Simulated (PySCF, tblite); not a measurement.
# C5H8AlBrSi: geometry, infrared bands and NMR shifts

What infrared bands and NMR shifts should C5H8AlBrSi (`C#C[C]1([AlH][Br])C[SiH2]C1`) show?

Computed with tblite 0.8.0 and PySCF 2.14.0, with density-fitted response routines of our own, on a single molecule in the gas phase. Atoms are numbered from 0 throughout.

## (1) Starting geometry

16 atoms, charge 0, multiplicity 1; geometry from: force field or distance geometry start.

Bonds of the start (Å): C0–C1 1.20, C1–C2 1.48, C2–Al3 2.02, Al3–Br4 2.38, C2–C5 1.53, C5–Si6 1.86, Si6–C7 1.85, C7–C2 1.54, C0–H8 1.06, Al3–H9 1.60, C5–H10 1.11, C5–H11 1.11, Si6–H12 1.47, Si6–H13 1.47, C7–H14 1.11, C7–H15 1.10.

## (2) Optimising the geometry with GFN2-xTB

Job settings and geometry (Å):

```
{"job": {"kind": "relax", "xc": "GFN2-xTB", "basis": "xTB"}, "charge": 0, "multiplicity": 1}
C     -0.611700     2.833300     0.316600
C     -0.495500     1.648100     0.184200
C     -0.320500     0.182800     0.045600
Al    -2.078600    -0.717800     0.469100
Br    -2.227400    -3.090700     0.356400
C      0.856000    -0.342300     0.862400
Si     1.792300    -0.894800    -0.648500
C      0.232900    -0.176700    -1.342300
H     -0.729100     3.879400     0.427000
H     -3.353400     0.139700     0.909400
H      1.418900     0.445500     1.410700
H      0.607300    -1.210100     1.516600
H      1.847200    -2.360300    -0.758200
H      2.977500    -0.069700    -0.926400
H     -0.364700    -0.952700    -1.873300
H      0.441300     0.695300    -1.984400
```

Started as:

```console
> OMP_NUM_THREADS=1 python probes_run.py task.json out
```

One launch serves the whole session: the jobs run in the order shown.

**Question.** This job is followed by: GFN2-xTB harmonic vibrations, gas phase; GIAO PBE0/pcSseg-1 NMR shielding, non-relativistic, gas phase. Predict these results of the whole session: strongest single infrared mode (GFN2-xTB); zero-point energy (GFN2-xTB); 13C shifts against TMS (PBE0/pcSseg-1, means over atoms taken as alike); 1H shifts against TMS (PBE0/pcSseg-1, means over atoms taken as alike); 27Al shifts against AlH4- (PBE0/pcSseg-1); 79Br shifts against HBr (PBE0/pcSseg-1); 29Si shifts against TMS (PBE0/pcSseg-1).

As calculated:

| quantity | value |
| --- | --- |
| strongest single infrared mode (GFN2-xTB) | 2274 cm⁻¹, 406 km/mol |
| zero-point energy (GFN2-xTB) | 64.0 kcal/mol |
| 13C shifts against TMS (PBE0/pcSseg-1, means over atoms taken as alike) | 99.1, 85.3, 25.4, 21.2 ppm |
| 1H shifts against TMS (PBE0/pcSseg-1, means over atoms taken as alike) | 5.48, 5.27, 5.15, 2.60, 2.27, 1.53 ppm |
| 27Al shifts against AlH4- (PBE0/pcSseg-1) | 145.7 ppm |
| 79Br shifts against HBr (PBE0/pcSseg-1) | 92 ppm |
| 29Si shifts against TMS (PBE0/pcSseg-1) | -16.3 ppm |

The optimisation took 112 steps and gained 0.460 eV; among the close pairs (by a distance rule), Al3–Br4 changed most, from 2.380 to 2.260 Å. No mode is imaginary among the 42: a minimum at this level. The strongest single mode, at 2274 cm⁻¹, moves mainly H13. Unscaled tight-binding wavenumbers are off by several per cent, some by more. Its intensities can rank the bands wrongly. At PBE0/pcSseg-1: The widest tensor belongs to Br4: span 719 ppm, with a paramagnetic part of -595 ppm. Spin-orbit coupling is left out, which matters for shieldings and couplings at and beside the heavy atoms.
